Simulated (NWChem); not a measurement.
# GaClF (SMILES [F][Ga][Cl]) at UMP2/DGauss-DZVP

Aim: the vertical ionisation energy of GaClF at UMP2/DGauss-DZVP, from 2 runs. 

The results are computed with NWChem 7.3.0.

## (1) Starting point

The species is GaClF (3 atoms), meant as a doublet with charge 0. SMILES: `[F][Ga][Cl]`. The shape is that of a PBE0-D4/def2-TZVP optimisation.

Bond lengths: F1–Ga2 1.758 Å, Ga2–Cl3 2.157 Å. Angles: F1–Ga2–Cl3 117.7°.

## (2) A single-point energy at UMP2/DGauss-DZVP

Input file nw.nw:

```
start nw
memory 2200 mb

geometry noautosym nocenter noautoz
  F    -1.421100    0.295900   -0.754800
  Ga    0.066400    0.649600    0.112200
  Cl    1.343900   -1.010300    0.629300
end

basis spherical bse
  * library DGauss-DZVP
end

scf
  doublet
  uhf
  thresh 1e-08
  maxiter 80
  noprint "final vectors analysis"
end

mp2
  freeze core 15
  tight
end

task mp2
```

Launch:

```sh
$ nwchem nw.nw > nw.out
```

What it wrote:

```text
[...]
  functions       =    59
[...]
  wavefunction    = UHF
[...]
         Total SCF energy =  -2481.710553632851
      One electron energy =  -3928.884650122802
      Two electron energy =   1209.795400242570
 Nuclear repulsion energy =    237.378696247380
                       Sz =      0.5000
                 Sz(Sz+1) =      0.7500
                      S^2 =      0.7565
[...]
          Total MP2 energy         -2482.067760058905
[...]
```

Wall time 38 s (1 thread of Intel Xeon Platinum 8488C (Sapphire Rapids), shared host); peak memory 0.13 GiB.

## (3) The singlet cation at the same level

Input file job.nw:

```
start job
title "ClFGa"
memory total 2200 mb
charge 1
geometry noautosym nocenter noautoz
 F     -1.421100     0.295900    -0.754800
 Ga     0.066400     0.649600     0.112200
 Cl     1.343900    -1.010300     0.629300
end
basis spherical bse
 * library DGauss-DZVP
end
scf
 thresh 1e-08
 maxiter 80
 noprint "final vectors analysis"
end
mp2
 freeze core 15
 tight
end
task mp2 energy
```

Launch:

```sh
$ nwchem job.nw > job.out
```

What it wrote:

```text
[...]
  functions       =    59
[...]
  wavefunction    = RHF
[...]
         Total SCF energy =  -2481.349741247010
      One-electron energy =  -3912.603993555445
      Two-electron energy =   1193.875556061055
 Nuclear repulsion energy =    237.378696247380
        Time for solution =     26.4s
[...]
          Total MP2 energy         -2481.716919265000
[...]
```

Wall time 31 s (1 thread of Intel Xeon Platinum 8488C (Sapphire Rapids), shared host); peak memory 0.13 GiB.

## (4) Outcome

Level: UMP2/DGauss-DZVP, 15 core orbitals frozen.

| quantity | value |
| --- | --- |
| doublet GaClF: total energy | -2482.06776 Eh |
| doublet GaClF: correlation energy (15 core orbitals frozen) | -357.2 mEh |
| doublet GaClF: ⟨S²⟩ of the reference determinant | 0.756 |
| singlet cation: total energy | -2481.71692 Eh |
| singlet cation: correlation energy (15 core orbitals frozen) | -367.2 mEh |
| vertical ionisation energy (to the singlet cation) | 9.547 eV |

In words: Removing an electron at fixed nuclei costs 9.55 eV (921 kJ/mol). Only the singlet of the ionised species was computed; a triplet could lie lower. Mulliken charges (doublet GaClF) run from -0.64 on F1 to +0.85 on Ga2.
